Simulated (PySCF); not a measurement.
# C4H6BF3O: electronic excitations

Aim: predict the electronic excitations of C4H6BF3O (`OC/C(=C\CF)B(F)F`).

The runs use PySCF 2.14.0, with density-fitted response routines of our own; the level of theory stands in each step. All values are computed, except where a source is named. Atoms are numbered from 0 throughout.

### Step 1. Starting geometry

15 atoms, charge 0, multiplicity 1; geometry from: GFN2-xTB.

Bonds of the start (Å): O0–C1 1.41, C1–C2 1.51, C2–C3 1.34, C3–C4 1.49, C4–F5 1.37, C2–B6 1.55, B6–F7 1.32, B6–F8 1.32, O0–H9 0.96, C1–H10 1.10, C1–H11 1.10, C3–H12 1.08, C4–H13 1.10, C4–H14 1.10.

### Step 2. TDDFT and polarisability: B3LYP/def2-SVPD

What the job is given:

```
{"job": {"kind": "uv", "xc": "B3LYP", "basis": "def2-SVPD", "nstates": 8, "ntriplets": 3}, "charge": 0, "multiplicity": 1}
O      0.215756     1.851074    -0.761107
C     -0.589918     1.150675     0.165951
C     -0.611212    -0.325881    -0.171321
C      0.524404    -0.991202    -0.428612
C      1.889012    -0.402948    -0.414317
F      2.843886    -1.387709    -0.452384
B     -1.973768    -1.062603    -0.228247
F     -2.082994    -2.344585    -0.517814
F     -3.125006    -0.465120     0.020467
H      0.113279     2.796032    -0.607936
H     -0.190017     1.276386     1.186296
H     -1.616621     1.534328     0.151908
H      0.484093    -2.043514    -0.673931
H      2.046916     0.237309    -1.289233
H      2.067776     0.185747     0.492712
```

Level: TDDFT B3LYP/def2-SVPD, vertical, gas phase, core orbitals frozen in the response.

On the command line:

```
$ OMP_NUM_THREADS=1 python probes_run.py task.json out
```

This one command runs all jobs of the session in turn.

What it wrote:

```text
coarse grid: 13496 points
cycle   1  E = -555.1246488258  dE =  1.083e+00  |g| = 9.228e-01  |ddm| = 7.608e+00
cycle   2  E = -554.9076305489  dE =  2.170e-01  |g| = 1.463e+00  |ddm| = 2.742e+00
cycle   3  E = -555.2743518034  dE = -3.667e-01  |g| = 9.806e-02  |ddm| = 1.629e+00
cycle   4  E = -555.2759691568  dE = -1.617e-03  |g| = 4.872e-02  |ddm| = 2.068e-01
cycle   5  E = -555.2764551824  dE = -4.860e-04  |g| = 8.807e-03  |ddm| = 7.302e-02
cycle   6  E = -555.2764638764  dE = -8.694e-06  |g| = 4.887e-03  |ddm| = 1.716e-02
cycle   7  E = -555.2764694377  dE = -5.561e-06  |g| = 7.082e-04  |ddm| = 8.478e-03
final grid: 134296 points
cycle   8  E = -555.3616834984  dE = -7.861e-05  |g| = 6.574e-03  |ddm| = 2.008e-01
cycle   9  E = -555.3616735826  dE =  9.916e-06  |g| = 9.707e-03  |ddm| = 2.428e-02
cycle  10  E = -555.3616928098  dE = -1.923e-05  |g| = 1.109e-03  |ddm| = 1.308e-02
cycle  11  E = -555.3616930581  dE = -2.483e-07  |g| = 3.618e-04  |ddm| = 2.168e-03
cycle  12  E = -555.3616930856  dE = -2.747e-08  |g| = 1.526e-04  |ddm| = 7.860e-04
cycle  13  E = -555.3616930908  dE = -5.146e-09  |g| = 3.493e-05  |ddm| = 2.578e-04
cycle  14  E = -555.3616930910  dE = -2.601e-10  |g| = 5.819e-06  |ddm| = 8.505e-05
converged SCF energy = -555.3616930910

Static polarisability (au): isotropic 68.836, principal 51.353 70.002 85.153

Singlet excitations
state   eV       nm        f      main configurations
  1   5.3722    230.8   0.03874   H->L 0.55, H-1->L 0.44
  2   6.0403    205.3   0.24167   H-1->L 0.53, H->L 0.38
  3   6.2606    198.0   0.02678   H-2->L 0.93
  4   6.6856    185.4   0.00991   H->L+1 0.85, H-1->L+1 0.11
  5   7.0739    175.3   0.00171   H-3->L 0.51, H-4->L 0.47
  6   7.1301    173.9   0.01812   H-1->L+1 0.61, H->L+2 0.23, H->L+1 0.12
  7   7.3924    167.7   0.03249   H->L+2 0.69, H-1->L+1 0.20
  8   7.4473    166.5   0.02738   H-4->L 0.46, H-3->L 0.42

Triplet excitations (Tamm-Dancoff, eV): 3.7113 5.3554 5.8594
```

Run time: 83 s. Hardware: 1 thread of Intel Xeon at 2.70GHz, shared host; peak memory 0.95 GiB.

Frontier orbitals and where they lie:

```tsv
orbital	eV	atoms
HOMO−3	-10.04	F5 40 %, O0 15 %, C4 13 %
HOMO−2	-9.34	F5 15 %, C2 14 %, O0 13 %
HOMO−1	-8.43	O0 53 %, C2 10 %, C1 10 %
HOMO	-7.84	C2 26 %, C3 22 %, O0 13 %
LUMO	-1.87	C3 31 %, C2 21 %, B6 17 %
LUMO+1	-0.21	O0 25 %, B6 15 %, H9 15 %
LUMO+2	0.32	B6 44 %, O0 14 %, H9 8 %
```

With each of the 8 states as a Gaussian band of 0.4 eV half-width at 1/e, the curve within the window shown has maxima at 205 nm (ε 11,000), 169 nm (ε 3,000) L/(mol cm). Beyond the last state computed it falls off for lack of states. The curve at chosen wavelengths:

nm, ε (L/mol/cm) and a bar:
```
      160       1303 ###
      164       2386 ######
      168       2948 ########
      172       2682 #######
      176       2004 #####
      180       1500 ####
      184       1579 ####
      188       2540 #######
      192       4518 ############
      196       7161 ####################
      200       9550 ###########################
      204      10693 ##############################
      208      10209 #############################
      211       9008 #########################
      215       6942 ###################
      219       5019 ##############
      223       3611 ##########
      227       2715 #######
      231       2149 ######
      235       1733 ####
      239       1369 ###
      243       1032 ##
      247        733 ##
      251        490 #
      255        309 
      259        184
```

Further results of this job:

```tsv
property	computed
dipole moment (D)	3.12
polarisability (Å³)	10.20
HOMO–LUMO gap (eV)	5.97
−ε(HOMO) (eV)	7.84
```

### Step 3. Summary of results

| quantity | value |
| --- | --- |
| lowest singlet (B3LYP/def2-SVPD) | 5.37 eV (231 nm), f = 0.039 |
| brightest single state of those computed | state 2, 6.04 eV, f = 0.242 |
| lowest triplet | 3.71 eV |

**Reading.** The lowest singlet, at 5.37 eV, is HOMO→LUMO 0.55, HOMO−1→LUMO 0.44 and is weak; of the 8 states computed, the strongest absorption comes from state 2 at 6.04 eV. The lowest triplet lies 1.66 eV below the lowest singlet (triplets in Tamm-Dancoff, singlets in full TDDFT).
